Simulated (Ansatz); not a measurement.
# Rh: the cost of one run

Computed with Ansatz 0.2.0 (DFT PBEsol, scalar-relativistic, plane waves, PAW, unless a step's input says otherwise).

**1. The system as given**

The structure is cubic, space group Fm-3m (No. 225). Conventional cell: a = 3.803 Å, b = 3.803 Å, c = 3.803 Å, α = 90.00°, β = 90.00°, γ = 90.00°. Rh (site symmetry m-3m) is surrounded by 12 Rh at 2.69 Å.

Coordinates:

```
CELL_PARAMETERS angstrom
0.00000 1.90155 1.90155
1.90155 0.00000 1.90155
1.90155 1.90155 0.00000
ATOMIC_POSITIONS crystal
Rh 0.00000 0.00000 0.00000
```

No relaxation comes first: the listed cell is the starting point.

**2. Zero of energy**

The reference gives a free energy of -6338.7493 eV, pressure -5.07 GPa, largest force 0.000 eV/Å and gap on the mesh none (metal). It was computed beforehand with the settings of the runs below.

**3. The scan: a two-dimensional strain map**

The cell is strained by p along both x and y and by q along z, with fractional coordinates fixed.

**4. At p = -0.030, q = -0.030**

The input, input.yaml:

```yaml
crystal:
  lattice:
    - [0.0, 1.8445035, 1.8445035]
    - [1.8445035, 0.0, 1.8445035]
    - [1.8445035, 1.8445035, 0.0]
  atoms:
    - { symbol: Rh, position: [0.0, 0.0, 0.0] }
basis:
  ecutwfc: 420
kpoints:
  mp_grid: { grid: [22, 22, 22] }
hamiltonian:
  xc: pbesol
scf:
  occupations: { method: gaussian, width: 0.15 }
output:
  forces: true
  stress: true
  eigenvalues: true
  write_density: true
  write_potential: true
  elf: true
  volumetric_format: npy
```

On the command line:

```
$ ansatz run input.yaml --threads 1 --pin off --max-ram 2560MiB --backend cpu --events-out ev --progress --plain --runs-dir out
```

Q: Estimate wall time and peak memory on 1 thread of Intel Xeon Platinum 8259CL at 2.50GHz (Skylake/Cascade Lake), shared host.

About 5.4 s, with a peak of 0.39 GiB.
